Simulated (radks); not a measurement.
# Excited configurations of Sb

The task here is to estimate one member of a computed series from the others.

Method: Dirac Kohn-Sham, PBE, spin-unpolarised, spherical densities, finite nucleus; open shells fill j = l - 1/2 first. Code: radks (a radial shooting solver on a logarithmic mesh, Libxc functionals) version 1.

1 further run of the same task is left out (it didn't finish).

### What is computed

```
element            : antimony (Z = 51)
charge             : 0
electrons          : 51
configuration      : [Kr] 4d10 5s2 5p3
nuclear rms radius : 4.6802 fm
```

Set-up of the first run:

Input:

```text
Z 51
configuration [Kr] 4d10 5s2 5p3
relativity Dirac
functional pbe,pbe
spin unpolarised
j_filling energy
nucleus finite rms 4.6802 fm
c 137.035999084
```

Among the steps run: Ground configuration: [Kr] 4d10 5s2 5p3.

One of the session's tables, all rows but one given; the rest of the session is left out.

It belongs to the step «Ground configuration: [Kr] 4d10 5s2 5p3». Radial moments (bohr):

| level | <r> | outermost maximum (interpolated) | 90 % within | nodes |
| --- | --- | --- | --- | --- |
| 4s1/2 | 0.7909 | 0.723 | 1.14 | 3 |
| 4p1/2 | ? | ? | ? | ? |
| 4p3/2 | 0.8617 | 0.771 | 1.27 | 2 |
| 4d3/2 | 1.023 | 0.842 | 1.58 | 1 |
| 4d5/2 | 1.036 | 0.851 | 1.60 | 1 |
| 5s1/2 | 2.232 | 1.90 | 3.30 | 4 |
| 5p1/2 | 2.838 | 2.28 | 4.34 | 3 |
| 5p3/2 | 2.982 | 2.38 | 4.57 | 3 |

Q: Estimate the row for 4p1/2 from the others.

**Answer.** <r>: 0.8326; outermost maximum (interpolated): 0.746; 90 % within: 1.22; nodes: 2. In the column «<r>» it lies between 4s1/2 (0.7909) and 4p3/2 (0.8617).

To keep in mind: Spin polarisation and multiplet splitting are left out, so open shells lie too high by an amount that depends on their filling.
